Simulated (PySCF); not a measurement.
# C3H3BClF: the cost of one run

The runs use PySCF 2.14.0, with density-fitted response routines of our own; the level of theory stands in each step. All values are computed, except where a source is named. Atoms count from 0, in the outputs and in this text.

### 1 The starting structure

9 atoms, charge 0, multiplicity 1; geometry from: GFN2-xTB. The atoms were then displaced at random by about 0.01 Å, so the start is not that level's minimum.

Bonds of the start (Å): F0–B1 1.35, B1–C2 1.53, C2–C3 1.27, C3–Cl4 1.69, C3–C5 1.48, C5–C2 1.52, B1–H6 1.18, C5–H7 1.08, C5–H8 1.10.

### 2 Optimising the geometry at PBE0-D3(BJ)/def2-SVP

What the job is given:

```
{"job": {"xc": "PBE0", "basis": "def2-SVP", "d3": "d3bj", "grid": 1, "shake": 0.01, "kind": "geom"}, "charge": 0, "multiplicity": 1}
F      2.278520    -1.396000    -0.241370
B      1.702830    -0.184850    -0.073290
C      0.177360    -0.085300    -0.027210
C     -0.965190    -0.637780    -0.066970
Cl    -1.974600    -1.985480    -0.231580
C     -1.029480     0.831370     0.133070
H      2.442380     0.733580     0.033880
H     -1.301760     1.474790    -0.691150
H     -1.272250     1.232520     1.130890
```

Started as:

```console
> OMP_NUM_THREADS=1 python probes_run.py task.json out
```

This one command runs all jobs of the session in turn.

**Question.** How long does this first job take on 1 thread of Arm Neoverse V1, shared host, and how much memory does it need?

About 33 s, with a peak of 0.42 GiB.
